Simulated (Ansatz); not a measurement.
**Ag2ClF: a single-point run**

The task is a single-point run on Ag2ClF. The structure is shown as the input types it. The cell is built on a prototype (ordering on rocksalt) and needn't be the phase found in nature.

Program: Ansatz 0.2.0. Level of theory: density functional or hybrid calculation with the settings of its input, plane waves (as first typed). These are calculated values, not measurements.

2 further runs of the same task are left out: 2 that didn't finish.

### Step 1. The structure to begin with

Symmetry: R-3m, No. 166, trigonal system. Conventional cell: a = 3.887 Å, b = 3.887 Å, c = 15.985 Å, α = 90.00°, β = 90.00°, γ = 120.00°. F (site symmetry -3m) has 6 Ag at 2.49 Å as nearest neighbours. Around Cl (site symmetry -3m) lie 6 Ag at 2.75 Å. Around Ag (site symmetry 3m) lie 3 F at 2.49 Å and 3 Cl at 2.75 Å.

Coordinates:

```cif
data_structure
_symmetry_space_group_name_H-M 'P 1'
_symmetry_Int_Tables_number 1
_cell_length_a 5.7815
_cell_length_b 5.7815
_cell_length_c 5.7815
_cell_angle_alpha 39.282
_cell_angle_beta 39.282
_cell_angle_gamma 39.282
_cell_volume 69.71
loop_
_atom_site_label
_atom_site_type_symbol
_atom_site_fract_x
_atom_site_fract_y
_atom_site_fract_z
_atom_site_occupancy
F1 F 0.00000 0.00000 0.00000 1
Cl1 Cl 0.50000 0.50000 0.50000 1
Ag1 Ag 0.26564 0.26564 0.26564 1
Ag2 Ag 0.73436 0.73436 0.73436 1
```

### Step 2. Input and run

File input.yaml:

```yaml
crystal:
  lattice:
    - [1.943322575, 1.1219778118, 5.328309998]
    - [-1.943322575, 1.1219778118, 5.328309998]
    - [0.0, -2.2439556236, 5.328309998]
  atoms:
    - { symbol: F, position: [1.0, 0.0, 0.0] }
    - { symbol: Cl, position: [0.5, 0.5, 0.5] }
    - { symbol: Ag, position: [0.2656404833, 0.2656404833, 0.2656404833] }
    - { symbol: Ag, position: [0.7343595167, 0.7343595167, 0.7343595167] }
kpoints:
  mp_grid: { grid: [6, 6, 6] }
hamiltonian:
  xc: pbe
scf:
  occupations: { method: fermi_dirac, width: 0.02 }
  n_extra_bands: 5
  max_iter: 74
output:
  forces: true
  stress: true
  eigenvalues: true
basis:
  ecutrho_ratio: 2
```

Command:

```sh
ansatz run input.yaml --threads 4 --pin off --max-ram 3686MiB --backend cpu --events-out ev --progress --plain --runs-dir out
```

What happens when this is run?

The program finished normally, with warnings (cutoff below recommended). Its log warns: «basis.ecutrho_ratio = 2 (ecutrho = 840 eV) is below the records' recommended 1680 eV»

Look at the input: basis.ecutrho_ratio is 2. The density cutoff must be at least four times the energy cutoff of the waves.

The test: delete basis.ecutrho_ratio (the default then holds).
